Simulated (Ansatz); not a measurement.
# CH₃NO₂Si: how energies converge with the basis set

An exercise on one series of results from a longer session: the logs are not shown, and one member is left open.

Program: Ansatz 0.2.0, Gaussian basis. Level of theory: one geometry, several basis sets. These are calculated values, not measurements.

Plan: PBE0-D4/def2-SVP; ωB97M-V/def2-SVP; PBE0-D4/def2-QZVPP; ωB97M-V/def2-QZVPP; the functionals' def2-TZVPP values are taken from earlier runs.

**The geometry**

An earlier PBE0-D4 in a triple-zeta def2 set relaxation fixed the geometry.

SMILES `OC1=N[SiH]1O`, 8 atoms, charge 0, spin multiplicity 1.

Atoms are counted from 1 here; the program's logs count them from 0.

Bond lengths: O1–C2 1.320 Å, O1–H6 0.973 Å, C2–N3 1.293 Å, C2–Si4 1.764 Å, N3–Si4 1.750 Å, Si4–O5 1.627 Å, Si4–H7 1.469 Å, O5–H8 0.960 Å. Angles: C2–O1–H6 107.2°, O1–C2–N3 128.7°, O1–C2–Si4 163.4°, N3–C2–Si4 67.8°, C2–N3–Si4 69.0°, C2–Si4–N3 43.2°, C2–Si4–O5 126.2°, C2–Si4–H7 124.9°, N3–Si4–O5 122.7°, N3–Si4–H7 122.4°, O5–Si4–H7 105.6°, Si4–O5–H8 118.1°.

Set-up of the first run:

The input, in.yaml:

```yaml
crystal:
  periodic: [false, false, false]
  atoms:
    - {symbol: O, position_ang: [-0.778193, 0.950511, 1.793152]}
    - {symbol: C, position_ang: [-0.243598, 0.210717, 0.839529]}
    - {symbol: N, position_ang: [0.985221, -0.168406, 0.703476]}
    - {symbol: Si, position_ang: [0.003338, -0.730585, -0.631916]}
    - {symbol: O, position_ang: [0.147142, -0.135483, -2.139065]}
    - {symbol: H, position_ang: [-0.066098, 1.176209, 2.416189]}
    - {symbol: H, position_ang: [-0.363861, -2.142655, -0.798523]}
    - {symbol: H, position_ang: [0.408149, 0.782492, -2.238742]}
basis:
  gaussian: {orbitals: def2-SVP}
hamiltonian: {xc: pbe0, dispersion: d4}
output: {orbitals: {seedname: orbitals}}
```

Run with:

```sh
ansatz run in.yaml --threads 2 --pin off --events-out ev --progress --plain --max-ram 4352MiB
```

Steps of the session up to this table: PBE0-D4 in def2-SVP; ωB97M-V in def2-SVP; PBE0-D4 in def2-QZVPP; ωB97M-V in def2-QZVPP.

One of the session's tables, all rows but one given; the rest of the session is left out.

```
functional       basis  HOMO (eV)  LUMO (eV)
   PBE0-D4    def2-SVP      -6.82       0.31
   PBE0-D4  def2-TZVPP      -6.99      -0.11
   PBE0-D4  def2-QZVPP      -7.04      -0.27
   ωB97M-V    def2-SVP      -9.06       2.55
   ωB97M-V  def2-TZVPP          ?          ?
   ωB97M-V  def2-QZVPP      -9.32       1.40
```

**Question.** Estimate the row for ωB97M-V, def2-TZVPP.

**Answer.** HOMO (eV): -9.27; LUMO (eV): 1.81. In the column «HOMO (eV)» it lies between ωB97M-V, def2-QZVPP (-9.32) and ωB97M-V, def2-SVP (-9.06).
